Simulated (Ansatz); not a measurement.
**C2H8B2O: a ladder of functionals and wavefunction methods**

An exercise on one series of results from a longer session: the logs are not shown, and one member is left open.

Computed with Ansatz 0.2.0, Gaussian basis. Level: functionals in def2-TZVPP, the program's frozen cores in correlated methods.

The runs, in order: LDA (SPW92), PBE-D4, revPBE-D4, BLYP-D4, r2SCAN-D4, B97M-V, PBE0-D4, B3LYP-D4, r2SCANh-D4, r2SCAN0-D4, HSE06-D4, BHLYP-D4, CAM-B3LYP-D4, LC-ωPBE, ωB97X-V, ωB97M-V, B2PLYP, PBE-QIDH; CCSD(T)/def2-SVP; CCSD(T)/def2-TZVPP; MP2/def2-QZVPP; extrapolation to the limit; RPA on PBE.

**Structure used throughout**

An earlier PBE0-D4 in a triple-zeta def2 set relaxation fixed the geometry.

SMILES `BC(B)(C)O`, 13 atoms, charge 0, spin multiplicity 1.

Atoms are counted from 1 here; the program's logs count them from 0.

Bond lengths: B1–C2 1.513 Å, B1–H6 1.195 Å, B1–H7 1.197 Å, C2–B3 1.571 Å, C2–C4 1.561 Å, C2–O5 1.403 Å, B3–H8 1.191 Å, B3–H9 1.199 Å, C4–H10 1.087 Å, C4–H11 1.085 Å, C4–H12 1.136 Å, O5–H13 0.961 Å. Angles: C2–B1–H6 119.9°, C2–B1–H7 119.3°, H6–B1–H7 120.6°, B1–C2–B3 105.0°, B1–C2–C4 118.9°, B1–C2–O5 119.5°, B3–C2–C4 74.0°, B3–C2–O5 118.1°, C4–C2–O5 112.8°, C2–B3–H8 123.4°, C2–B3–H9 115.1°, H8–B3–H9 121.0°, C2–C4–H10 107.2°, C2–C4–H11 113.6°, C2–C4–H12 113.6°, H10–C4–H11 113.7°, H10–C4–H12 103.0°, H11–C4–H12 105.4° and more.

Coordinates:

```
B    -1.4328    0.9330    0.1439
C     0.0272    0.5421    0.0667
B     0.1077   -0.8663    0.7579
C     0.4819   -0.4558   -1.0439
O     1.0129    1.4899    0.3819
H    -1.7679    1.8514    0.8304
H    -2.2488    0.2660   -0.4227
H    -0.7953   -1.6427    0.7709
H     1.0993   -1.0601    1.4037
H     1.3953   -0.0580   -1.4781
H    -0.2902   -0.6734   -1.7742
H     0.8100   -1.4664   -0.6407
H     1.6210    1.1054    1.0193
```

Set-up of the first run:

Contents of in.yaml:

```yaml
crystal:
  periodic: [false, false, false]
  atoms:
    - {symbol: B, position_ang: [-1.432809, 0.933034, 0.143866]}
    - {symbol: C, position_ang: [0.027157, 0.542056, 0.066701]}
    - {symbol: B, position_ang: [0.107673, -0.866264, 0.757922]}
    - {symbol: C, position_ang: [0.481944, -0.455814, -1.043920]}
    - {symbol: O, position_ang: [1.012945, 1.489891, 0.381944]}
    - {symbol: H, position_ang: [-1.767907, 1.851430, 0.830422]}
    - {symbol: H, position_ang: [-2.248766, 0.266048, -0.422719]}
    - {symbol: H, position_ang: [-0.795312, -1.642663, 0.770891]}
    - {symbol: H, position_ang: [1.099290, -1.060140, 1.403651]}
    - {symbol: H, position_ang: [1.395259, -0.057972, -1.478057]}
    - {symbol: H, position_ang: [-0.290218, -0.673418, -1.774175]}
    - {symbol: H, position_ang: [0.810043, -1.466393, -0.640725]}
    - {symbol: H, position_ang: [1.621002, 1.105406, 1.019299]}
basis:
  gaussian: {orbitals: def2-TZVPP}
hamiltonian: {xc: lda}
output: {orbitals: {seedname: orbitals}}
```

Among the steps run: LDA; PBE-D4 (GGA); revPBE-D4 (GGA); BLYP-D4 (GGA); r2SCAN-D4 (meta-GGA); B97M-V (meta-GGA); PBE0-D4 (hybrid); B3LYP-D4 (hybrid); r2SCANh-D4 (hybrid); r2SCAN0-D4 (hybrid); HSE06-D4 (hybrid); BHLYP-D4 (hybrid); CAM-B3LYP-D4 (range-separated); LC-ωPBE (range-separated); ωB97X-V (range-separated); ωB97M-V (range-separated); B2PLYP (double hybrid); PBE-QIDH (double hybrid).

One of the session's tables, all rows but one given; the rest of the session is left out.

It belongs to the step «Orbital energies across the functionals». 

```
  functional  HOMO (eV)  gap (eV)
 LDA (SPW92)      -6.61      4.59
      PBE-D4      -6.44      4.67
   revPBE-D4      -6.37      4.70
     BLYP-D4      -6.32      4.67
   r2SCAN-D4      -6.72      5.32
      B97M-V      -6.88      5.34
     PBE0-D4      -7.87      7.05
    B3LYP-D4          ?         ?
  r2SCANh-D4      -7.26      6.19
  r2SCAN0-D4      -8.04      7.45
    HSE06-D4      -7.47      6.27
    BHLYP-D4      -9.10      9.22
CAM-B3LYP-D4      -9.25      9.46
     LC-ωPBE     -10.58     11.99
     ωB97X-V     -10.24     11.52
     ωB97M-V     -10.18     11.16
```

Q: Estimate the row for B3LYP-D4 from the others.

Worked estimate for «HOMO (eV)». Against the share of exact exchange, BLYP-D4 (0, -6.32), BHLYP-D4 (0.5, -9.10) give a slope of -5.56 per unit share; at 0.2 the line stands at -7.43.

The run gave: HOMO (eV): -7.63; gap (eV): 6.58. In «HOMO (eV)» the line misses by +0.20.
